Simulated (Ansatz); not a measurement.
# GaGeH2 (doublet): from Hartree-Fock to the top rungs at a displaced geometry (v1), cc-pVDZ

An exercise on one series of results from a longer session: the logs are not shown, and one member is left open.

Computed with Ansatz 0.2.0, Gaussian basis. Level: cc-pVDZ, core rule «outside noble gas», up to 28 orbitals frozen.

Plan: UHF; CCSD(T) on ROHF; CCSD(T) on UHF; BCCD(T) on ROHF; CISD; CCSDT(Q) on ROHF; CCSDT(Q) on UHF; CASSCF and MRCISD+Q, 9 electrons in 10 orbitals; CASSCF and NEVPT2, 9 electrons in 10 orbitals.

17 further runs of the same task are left out: 1 for a known fault of the program, 1 for a mislabelled method, 4 that didn't finish, 11 set aside as unsound or not needed.

### The system

The geometry is a PBE0/def2-TZVP stationary point (not a proven minimum) with its atoms shifted at random (size 0.040 Å). No spin-orbit coupling is included. The filled d shell of Ge, Ga may be among the frozen orbitals whatever the setting's name suggests; the logs give the count.

4 atoms, charge 0, spin multiplicity 2.

Atoms are counted from 1 here; the program's logs count them from 0.

Bond lengths: Ge1–Ga2 2.351 Å, Ge1–H3 1.757 Å, Ga2–H4 1.594 Å. Angles: Ga2–Ge1–H3 58.2°, Ge1–Ga2–H4 163.3°.

The first run:

Input file in.yaml:

```yaml
crystal:
  periodic: [false, false, false]
  atoms:
    - {symbol: Ge, position_ang: [0.000462, 0.003977, 1.168845]}
    - {symbol: Ga, position_ang: [-0.000371, -0.031362, -1.181697]}
    - {symbol: H, position_ang: [0.047593, 1.483344, 0.221621]}
    - {symbol: H, position_ang: [-0.055184, 0.399462, -2.715254]}
basis:
  gaussian: {orbitals: cc-pVDZ}
magnetization: {spin_polarized: true, initial_magnetization: 1}
hamiltonian: {xc: hf}
output: {orbitals: {seedname: orbitals}}
```

Started as:

```bash
> ansatz run in.yaml --threads 1 --pin off --events-out ev --progress --plain --max-ram 2393MiB
```

Steps of the session up to this table: UHF; CCSD(T) on ROHF; CCSD(T) on UHF; BCCD(T) on ROHF; CISD; CCSDT(Q) on ROHF; CCSDT(Q) on UHF; CASSCF and MRCISD+Q, 9 electrons in 10 orbitals; CASSCF and NEVPT2, 9 electrons in 10 orbitals.

One of the session's tables, all rows but one given; the rest of the session is left out.

It belongs to the step «Misses and costs». 

| method | from UCCSDT(Q) (meV) |
| --- | --- |
| ROHF | +4818.7 |
| UHF | +4749.3 |
| RMP2 | +1084.5 |
| UMP2 | +1098.6 |
| RCCSD | +228.4 |
| UCCSD | +224.4 |
| RCCSD(T) | +50.0 |
| UCCSD(T) | +48.7 |
| BCCD(T) | +50.0 |
| RCCSDT | +13.3 |
| UCCSDT | ? |
| RCCSDT(Q) | +2.5 |
| UCCSDT(Q) | 0 |
| CASSCF valence | +2626.2 |
| NEVPT2 valence | +664.9 |
| MRCISD valence | +151.9 |
| MRCISD+Q valence | -1.5 |

Q: Estimate the row for UCCSDT from the others.

The run gave: from UCCSDT(Q) (meV): +11.3. In the column «from UCCSDT(Q) (meV)» it lies between RCCSDT(Q) (+2.5) and RCCSDT (+13.3).

Not comparable, so not listed: CISD (they don't share determinant, frozen orbitals or solution with the rows shown, or repeat one).

Limits of these values: Restricted and unrestricted rows rest on different reference determinants; where their highest levels disagree by more than a few hundredths of an eV, they describe different states and don't form one ladder.
